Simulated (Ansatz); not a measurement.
# C₃H₇BFN: a ladder of functionals and wavefunction methods

An exercise on one series of results from a longer session: the logs are not shown, and one member is left open.

Program: Ansatz 0.2.0, Gaussian basis. Level of theory: functionals in def2-TZVPP, the program's frozen cores in correlated methods. These are calculated values, not measurements.

Levels to be run: LDA (SPW92), PBE-D4, revPBE-D4, BLYP-D4, r2SCAN-D4, B97M-V, PBE0-D4, B3LYP-D4, r2SCANh-D4, r2SCAN0-D4, HSE06-D4, BHLYP-D4, CAM-B3LYP-D4, LC-ωPBE, ωB97X-V, ωB97M-V, B2PLYP, PBE-QIDH; CCSD(T)/def2-SVP; CCSD(T)/def2-TZVPP; MP2/def2-QZVPP; extrapolation to the limit; RPA on PBE.

**Structure used throughout**

An earlier PBE0-D4 in a triple-zeta def2 set relaxation fixed the geometry.

SMILES `BC(CF)N=C`, 13 atoms, charge 0, spin multiplicity 1.

Atoms are counted from 1 here; the program's logs count them from 0.

Bond lengths: B1–C2 1.568 Å, B1–H7 1.196 Å, B1–H8 1.193 Å, C2–C3 1.517 Å, C2–N5 1.440 Å, C2–H9 1.115 Å, C3–F4 1.386 Å, C3–H10 1.093 Å, C3–H11 1.093 Å, N5–C6 1.257 Å, C6–H12 1.100 Å, C6–H13 1.089 Å. Angles: C2–B1–H7 117.7°, C2–B1–H8 121.7°, H7–B1–H8 120.4°, B1–C2–C3 109.9°, B1–C2–N5 114.7°, B1–C2–H9 102.6°, C3–C2–N5 111.1°, C3–C2–H9 106.1°, N5–C2–H9 111.7°, C2–C3–F4 110.3°, C2–C3–H10 111.3°, C2–C3–H11 110.1°, F4–C3–H10 107.4°, F4–C3–H11 107.7°, H10–C3–H11 109.9°, C2–N5–C6 118.7°, N5–C6–H12 123.3°, N5–C6–H13 119.4° and more.

Set-up of the first run:

Input file in.yaml:

```yaml
crystal:
  periodic: [false, false, false]
  atoms:
    - {symbol: B, position_ang: [-1.643527, 0.064795, 0.087902]}
    - {symbol: C, position_ang: [-0.098350, -0.184772, -0.004187]}
    - {symbol: C, position_ang: [0.386254, -0.891048, 1.247675]}
    - {symbol: F, position_ang: [-0.099496, -0.252285, 2.377952]}
    - {symbol: N, position_ang: [0.686187, 0.992443, -0.272359]}
    - {symbol: C, position_ang: [1.124188, 1.174592, -1.436470]}
    - {symbol: H, position_ang: [-2.338808, -0.859405, 0.392117]}
    - {symbol: H, position_ang: [-2.127985, 1.115194, -0.202636]}
    - {symbol: H, position_ang: [-0.020357, -0.929740, -0.830284]}
    - {symbol: H, position_ang: [1.477363, -0.883531, 1.310749]}
    - {symbol: H, position_ang: [0.018955, -1.920767, 1.264602]}
    - {symbol: H, position_ang: [0.950219, 0.471172, -2.264568]}
    - {symbol: H, position_ang: [1.705956, 2.068750, -1.655794]}
basis:
  gaussian: {orbitals: def2-TZVPP}
hamiltonian: {xc: lda}
output: {orbitals: {seedname: orbitals}}
```

Steps of the session up to this table: LDA; PBE-D4 (GGA); revPBE-D4 (GGA); BLYP-D4 (GGA); r2SCAN-D4 (meta-GGA); B97M-V (meta-GGA); PBE0-D4 (hybrid); B3LYP-D4 (hybrid); r2SCANh-D4 (hybrid); r2SCAN0-D4 (hybrid); HSE06-D4 (hybrid); BHLYP-D4 (hybrid); CAM-B3LYP-D4 (range-separated); LC-ωPBE (range-separated); ωB97X-V (range-separated); ωB97M-V (range-separated); B2PLYP (double hybrid); PBE-QIDH (double hybrid).

One of the session's tables, all rows but one given; the rest of the session is left out.

It belongs to the step «Orbital energies across the functionals». 

```
  functional  HOMO (eV)  LUMO (eV)  gap (eV)
 LDA (SPW92)      -6.20      -3.01      3.19
      PBE-D4      -6.10      -2.67      3.43
   revPBE-D4      -6.05      -2.53      3.52
     BLYP-D4      -6.01      -2.52      3.49
   r2SCAN-D4      -6.39      -2.26      4.13
      B97M-V      -6.63      -2.37      4.25
     PBE0-D4      -7.56      -1.59      5.98
    B3LYP-D4      -7.35      -1.84      5.51
  r2SCANh-D4      -6.94      -1.89      5.05
  r2SCAN0-D4      -7.77      -1.35      6.42
    HSE06-D4          ?          ?         ?
    BHLYP-D4      -9.00      -0.50      8.50
CAM-B3LYP-D4      -9.00      -0.48      8.53
     LC-ωPBE     -10.31       0.80     11.12
     ωB97X-V     -10.02       0.67     10.68
     ωB97M-V      -9.95       0.38     10.33
```

Q: Estimate the row for HSE06-D4 from the others.

As computed: HOMO (eV): -7.16; LUMO (eV): -1.97; gap (eV): 5.18. In the column «HOMO (eV)» it lies between B3LYP-D4 (-7.35) and r2SCANh-D4 (-6.94).
